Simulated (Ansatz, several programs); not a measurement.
CdSiN2, ordered on the zincblende lattice (P-4m2) with 8 atoms a cell, relaxed with PBE in Ansatz (plane waves, PAW): space group P-4m2 (No. 115), tetragonal; a = 3.113 Å, c = 10.416 Å in the conventional setting, 12.62 Å³ an atom. Cd has 4 N at 2.12–2.48 Å; N has 4 Cd at 2.12 Å; N has 2 Si at 1.73 Å and 2 Cd at 2.48 Å; Si has 4 N at 1.73–1.90 Å; N has 4 Si at 1.90 Å. The cell was then scaled with its shape and fractional coordinates held, which makes it stiffer than a relaxed compression. The structure was generated, not taken from experiment, and needn't be the ground state; spin polarisation is off.

| V (Å³/atom) | E (meV/atom) |
| --- | --- |
| 11.863 | 25.27 |
| 12.620 | 0.00 |
| 12.999 | 5.09 |
| 13.378 | 19.83 |

**Question.** Pass a cubic E = c₀ + c₁u + c₂u² + c₃u³, with u = V − 12.715 Å³, through these points.

**Answer.** c₀ = 0.28, c₁ = +6.587, c₂ = 37.874, c₃ = -5.0277 (meV and Å³).

**Question.** Where is the minimum, and what bulk modulus follows?

**Answer.** dE/du = 0 at u = -0.086, so V₀ = 12.63 Å³. B = V₀ d²E/dV² = 12.63 × (2c₂ + 6c₃u) = 12.63 × 78.328 = 989 meV/Å³, and 1 meV/Å³ is 0.16022 GPa: 158 GPa. A third-order Birch-Murnaghan fit to all five points gives 12.63 Å³ and 157 GPa.

**Question.** Predict the energy and the pressure at the withheld volume, 12.242 Å³.

**Answer.** With u = -0.473: E ≈ 6.17 meV and P = −dE/dV ≈ +5.23 GPa. The run gives 6.07 meV and, from its stress, +5.18 GPa.
